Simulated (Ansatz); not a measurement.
Ta3Cu:

```
CELL_PARAMETERS angstrom
-2.00651 2.00651 4.20817
2.00651 -2.00651 4.20817
2.00651 2.00651 -4.20817
ATOMIC_POSITIONS crystal
Ta 0.50000 0.50000 0.00000
Ta 0.25000 0.75000 0.50000
Ta 0.75000 0.25000 0.50000
Cu 0.00000 0.00000 0.00000
```

The cell comes from a database or a generator and needn't be the stable form of this composition.

| Item | Value |
| --- | --- |
| Program | Ansatz 0.2.0 |
| Task | relaxation of cell and atoms |
| Functional | RPBE |
| Potentials or basis | Ansatz PAW |
| Cutoff | 420 eV (not typed: the program's choice for these potentials) |
| k mesh | 9 × 9 × 9 |
| Occupations | fermi-dirac, width 0.05 eV |
| Spin | no spin polarisation |

At the start: volume 16.94 Å³/atom.

Q: Where does the relaxation end?

A: It ends after 4 steps and the volume is 17.33 Å³/atom (+2.3 %); space group I4/mmm (No. 139, to 0.05 Å).

The path:
```csv
step,energy change (eV),largest force (eV/Å),volume (Å³)
1,0.0000,0.0000,67.77
2,-0.0183,0.0000,69.42
3,-0.0185,0.0000,69.30
4,-0.0192,0.0000,69.30
```

Final structure:
```
Ta Cu
1.0
    -2.02269    2.02269    4.23481
     2.02269   -2.02269    4.23481
     2.02269    2.02269   -4.23481
Ta Cu
3 1
Cartesian
  0.0000 0.0000 4.2348
  2.0227 0.0000 2.1174
  0.0000 2.0227 2.1174
  0.0000 0.0000 0.0000
```

Caveat: the plane-wave basis is chosen anew once the cell has moved, so the energies of steps on either side of that aren't comparable; the PAW data sets come from PBE, with cores solved anew for the run's functional, which leaves a small shift of forces and pressure.
